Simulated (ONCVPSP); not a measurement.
# Technetium: generating and testing an ONCV potential

Do these settings give a usable potential? It is generated, then checked for transferability, scattering, ghosts and hardness.

The numbers are computed with ONCVPSP 4.0.1.1 (patched build) (PBE, scalar-relativistic, spin-unpolarised reference atom).

## Step 1: The design

The settings as typed:

| Quantity | Value |
| --- | --- |
| element | technetium (Tc, Z = 43) |
| type | optimised norm-conserving Vanderbilt (ONCV) |
| frozen core | [Ar] 3d10 |
| valence charge | 15 |
| reference configuration | 4s2 4p6 4d5 5s2 |
| partial waves | 4s+5s: rc 1.95 bohr, ncon 4, nbas 7, qcut 6.5 1/bohr, 2 projectors; 4p: rc 1.10 bohr, ncon 3, nbas 6, qcut 6.5 1/bohr, 3 projectors, debl 1.7 Ha; 4d: rc 1.35 bohr, ncon 4, nbas 9, qcut 6.2 1/bohr, 3 projectors, debl 3.9 Ha |
| local potential | polynomial inside 0.90 bohr (lpopt 5, dvloc0 6 Ha) |
| core correction | not asked for |

The nodes and maxima of the atom's own shells, from an earlier all-electron run, set the scale for the radii.

All-electron outer shells of the reference configuration (PBE, scalar-relativistic, ld1.x):

```
shell  level (eV)  outermost node (bohr)  outermost maximum (bohr)
   3d     -249.88                      –                      0.31
   4s      -73.38                   0.50                      0.95
   4p      -45.34                   0.51                      1.03
   4d       -6.66                   0.50                      1.27
   5s       -5.04                   1.28                      2.72
   5p       -1.40                   1.45                      3.67
```

## Step 2: Generating the potential

The input, Tc.dat:

```
# ATOM AND REFERENCE CONFIGURATION
# atsym  z   nc   nv     iexc    psfile
  Tc 43.00    6    4        4      upf
#
#   n    l    f
    1    0    2.00
    2    0    2.00
    2    1    6.00
    3    0    2.00
    3    1    6.00
    3    2   10.00
    4    0    2.00
    4    1    6.00
    4    2    5.00
    5    0    2.00
#
# PSEUDOPOTENTIAL AND OPTIMIZATION
# lmax
    2
#
#   l,   rc,      ep,       ncon, nbas, qcut
    0    1.95    0.00    4    7    6.50
    1    1.10    0.00    3    6    6.50
    2    1.35    0.00    4    9    6.20
#
# LOCAL POTENTIAL
# lloc, lpopt,  rc(5),   dvloc0
    4    5    0.90    6.00
#
# VANDERBILT-KLEINMAN-BYLANDER PROJECTORs
# l, nproj, debl
    0    2    1.60
    1    3    1.70
    2    3    3.90
#
# MODEL CORE CHARGE
# icmod, fcfact, rcfact
    0    0.00    0.00
#
# LOG DERIVATIVE ANALYSIS
# epsh1, epsh2, depsh
   -4.00    5.00    0.02
#
# OUTPUT GRID
# rlmax, drl
    6.00    0.01
#
# TEST CONFIGURATIONS
# ncnf
    4
# nvcnf
#   n    l    f
    4
    4    0    2.00
    4    1    6.00
    4    2    5.00
    5    0    1.00
#
    4
    4    0    2.00
    4    1    6.00
    4    2    5.00
    5    0    0.00
#
    4
    4    0    2.00
    4    1    6.00
    4    2    4.00
    5    0    0.00
#
    4
    4    0    2.00
    4    1    5.00
    4    2    5.00
    5    0    2.00
#
```

Started as:

```sh
$ oncvpsp.x < Tc.dat > Tc.out
```

**Question.** What will these runs give? Wanted: cutoffs for 1 and 0.1 mHa per electron, occupied waves; bound ghosts; GHOST(+) flags; largest test error; largest phase difference near zero energy, channels read.

The runs gave:

| quantity | value |
| --- | --- |
| cutoffs for 1 and 0.1 mHa per electron, occupied waves | 79 Ha and 146 Ha |
| bound ghosts | p at -1186.25 eV |
| GHOST(+) flags | s at 105 eV |
| largest test error (AE − PS) | -17 meV, for 4s2 4p5 4d5 5s2 |
| largest phase difference near zero energy, channels read | 0.001 rad |

A bound ghost (p) makes it unfit for use: electrons can fall into a state that the atom doesn't have. By total energies transferability is good: the largest error is 17 meV on 51.5 eV, for 4s2 4p5 4d5 5s2. Atomic tests can pass in spite of a ghost, since they solve only for the levels asked. The potential is very hard: the looser tolerance needs 79 Ha. At the looser tolerance the 4p wave is the slowest; 4d needs 26 Ha. Near zero energy the phases of the channels with partial waves agree within 0.001 rad. The program also flags highly localised states, GHOST(+) (s).
